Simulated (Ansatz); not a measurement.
# C2H7B2Cl: up Jacob's ladder to CCSD(T)

An exercise on one series of results from a longer session: the logs are not shown, and one member is left open.

Computed with Ansatz 0.2.0, Gaussian basis. Level: functionals in def2-TZVPP, the program's frozen cores in correlated methods.

Levels to be run: PBE-D4, r2SCAN-D4, PBE0-D4, B3LYP-D4, ωB97X-V, ωB97M-V, B2PLYP; CCSD(T)/def2-TZVPP; MP2/def2-QZVPP; extrapolation to the limit.

## The geometry

The geometry comes from an earlier relaxation with PBE0-D4 in a triple-zeta def2 set; it is a stationary point, not always the lowest conformer.

SMILES `BCB(C)Cl`, 12 atoms, charge 0, spin multiplicity 1.

Atoms are counted from 1 here; the program's logs count them from 0.

Bond lengths: B1–C2 1.552 Å, B1–H6 1.196 Å, B1–H7 1.198 Å, C2–B3 1.564 Å, C2–H8 1.099 Å, C2–H9 1.090 Å, B3–C4 1.557 Å, B3–Cl5 1.769 Å, C4–H10 1.092 Å, C4–H11 1.092 Å, C4–H12 1.098 Å. Angles: C2–B1–H6 121.3°, C2–B1–H7 120.0°, H6–B1–H7 118.7°, B1–C2–B3 106.6°, B1–C2–H8 107.3°, B1–C2–H9 113.5°, B3–C2–H8 104.8°, B3–C2–H9 112.2°, H8–C2–H9 111.9°, C2–B3–C4 124.0°, C2–B3–Cl5 118.0°, C4–B3–Cl5 118.0°, B3–C4–H10 113.1°, B3–C4–H11 112.5°, B3–C4–H12 107.9°, H10–C4–H11 109.5°, H10–C4–H12 107.5°, H11–C4–H12 105.9°.

Set-up of the first run:

Input file in.yaml:

```yaml
crystal:
  periodic: [false, false, false]
  atoms:
    - {symbol: B, position_ang: [-1.718350, 0.516251, 0.296583]}
    - {symbol: C, position_ang: [-0.391189, 0.274241, 1.063684]}
    - {symbol: B, position_ang: [0.754589, 0.314883, -0.000705]}
    - {symbol: C, position_ang: [1.111525, -0.872686, -0.942306]}
    - {symbol: Cl, position_ang: [1.702831, 1.801109, -0.142165]}
    - {symbol: H, position_ang: [-2.321833, 1.542681, 0.408432]}
    - {symbol: H, position_ang: [-2.138496, -0.318685, -0.452820]}
    - {symbol: H, position_ang: [-0.405959, -0.764839, 1.421864]}
    - {symbol: H, position_ang: [-0.224529, 0.981366, 1.875627]}
    - {symbol: H, position_ang: [0.334746, -1.638732, -0.979931]}
    - {symbol: H, position_ang: [1.349572, -0.544123, -1.956595]}
    - {symbol: H, position_ang: [2.024095, -1.346766, -0.557671]}
basis:
  gaussian: {orbitals: def2-TZVPP}
hamiltonian: {xc: pbe, dispersion: d4}
output: {forces: true, orbitals: {seedname: orbitals}}
```

The run is started by

```
$ ansatz run in.yaml --threads 4 --pin off --events-out ev --progress --plain --max-ram 10444MiB
```

Among the steps run: PBE-D4 (GGA); r2SCAN-D4 (meta-GGA); PBE0-D4 (hybrid); B3LYP-D4 (hybrid); ωB97X-V (range-separated); ωB97M-V (range-separated); B2PLYP (double hybrid); CCSD(T) in def2-TZVPP; MP2 in def2-QZVPP.

One of the session's tables, all rows but one given; the rest of the session is left out.

It belongs to the step «Atomisation energies». 

```
            method  atomisation energy (kcal/mol)
            PBE-D4                         1107.9
         r2SCAN-D4                              ?
           PBE0-D4                         1098.9
          B3LYP-D4                         1091.5
           ωB97X-V                         1091.1
           ωB97M-V                         1095.2
            B2PLYP                         1080.4
     HF/def2-TZVPP                          852.0
    MP2/def2-TZVPP                         1079.2
   CCSD/def2-TZVPP                         1050.1
CCSD(T)/def2-TZVPP                         1062.6
           MP2/CBS                         1100.5
       CCSD(T)/CBS                         1083.9
```

**Question.** Estimate the row for r2SCAN-D4.

**Answer.** atomisation energy (kcal/mol): 1098.7. In the column «atomisation energy (kcal/mol)» it lies between ωB97M-V (1095.2) and PBE0-D4 (1098.9).
